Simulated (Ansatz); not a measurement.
# C2F2GeN2, SMILES N#[C][Ge]([F])([F])[C]#N: a geometry optimisation

With Ansatz's Python interface.

Typed at the interpreter:
```pycon
>>> import ansatz as az
>>> import numpy as np
>>> system = (
...     az.Crystal.molecule()
...     .atom("N", [0.1675, -1.9948, 1.9919])
...     .atom("C", [0.1095, -1.2755, 1.041])
...     .atom("Ge", [0.0709, -0.1625, -0.5075])
...     .atom("F", [-0.9921, -0.7662, -1.6545])
...     .atom("F", [1.7034, -0.1658, -1.2396])
...     .atom("C", [-0.3683, 1.6162, 0.0059])
...     .atom("N", [-0.6296, 2.6806, 0.3173])
... )
>>> model = system.calculation().basis(gaussian="def2-SVP").functional("b3lyp")
>>> symbols = [site.symbol for site in system.cartesian_sites]
>>> start = np.array([site.position_ang for site in system.cartesian_sites], dtype=float)
>>> def progress(event):
...     if event["event"] == "relax_step":
...         row = event["data"]
...         print(f"step {row['step']:3d}  E = {row['lagrangian_ev']:.6f} eV  largest force component {row['allowed_force_max_ev_ang']:.4f} eV/A")
...
>>> data = model.relax(force_tolerance=0.01, max_steps=100).session().plan().execute(on_event=progress).report
step   1  E = -66991.792342 eV  largest force component 2.9754 eV/A
step   2  E = -66991.974825 eV  largest force component 1.2996 eV/A
step   3  E = -66991.997823 eV  largest force component 0.1213 eV/A
step   4  E = -66991.998458 eV  largest force component 0.0295 eV/A
step   5  E = -66991.998600 eV  largest force component 0.0022 eV/A
>>> end = np.array(data["positions_ang"])
>>> print("reference energy %16.6f eV" % data["reference_energy_ev"])
reference energy    -66991.998816 eV
>>> print("total energy     %16.6f eV" % data["free_energy_ev"])
total energy        -66991.998816 eV
>>> print("occupied orbitals outside the frozen core (up, down):", data["n_occupied"], " frozen:", data["n_frozen"], " virtual:", data["n_virtual"])
occupied orbitals outside the frozen core (up, down): [38, 38]  frozen: 0  virtual: [78, 78]
>>> print("final positions (A) and the move of each atom")
final positions (A) and the move of each atom
>>> for symbol, xyz, old in zip(symbols, end, start):
...     print(f"{symbol:2s} {xyz[0]:10.5f} {xyz[1]:10.5f} {xyz[2]:10.5f}   {np.linalg.norm(xyz - old):7.4f}")
...
N     0.15367   -2.01674    1.96134    0.0401
C     0.14048   -1.31927    1.03505    0.0540
Ge    0.11392   -0.15746   -0.47153    0.0563
F    -1.00575   -0.75733   -1.62427    0.0343
F     1.66261   -0.15848   -1.20897    0.0515
C    -0.35772    1.62833   -0.01453    0.0260
N    -0.64592    2.71295    0.27741    0.0539
>>> charges = data["charge_distribution"]
>>> dipole = np.array(charges["dipole_moment_e_ang"]) * 4.803205
>>> print("dipole (D): {:.3f} {:.3f} {:.3f}, length {:.3f}".format(*dipole, np.linalg.norm(dipole)))
dipole (D): 0.141 -0.200 -0.631, length 0.677
>>> print("atom  Mulliken   Lowdin")
atom  Mulliken   Lowdin
>>> for symbol, m, l in zip(symbols, charges["mulliken_charges_e"], charges["lowdin_charges_e"]):
...     print(f"{symbol:4s} {m:9.3f} {l:8.3f}")
...
N        0.064    0.191
C       -0.237   -0.263
Ge       1.002    0.043
F       -0.328    0.050
F       -0.328    0.050
C       -0.237   -0.263
N        0.064    0.191
```

Caveats:
- Total energies depend on the basis set; only differences at equal settings carry meaning.
- The end point is the stationary point reached from this start; no frequency run checks that it is a minimum, and the basis set is modest.
- The Löwdin charges here are taken after orthogonalising the functions within each atom; they differ from plain Löwdin charges, and their signs can be unphysical.
- b3lyp holds the VWN-RPA fit, as in Gaussian; the form of ORCA and Turbomole is b3lyp5.
- Wall time of the script: 32 s on 1 thread of Arm Neoverse V2 (shared host), peak memory 0.37 GiB.
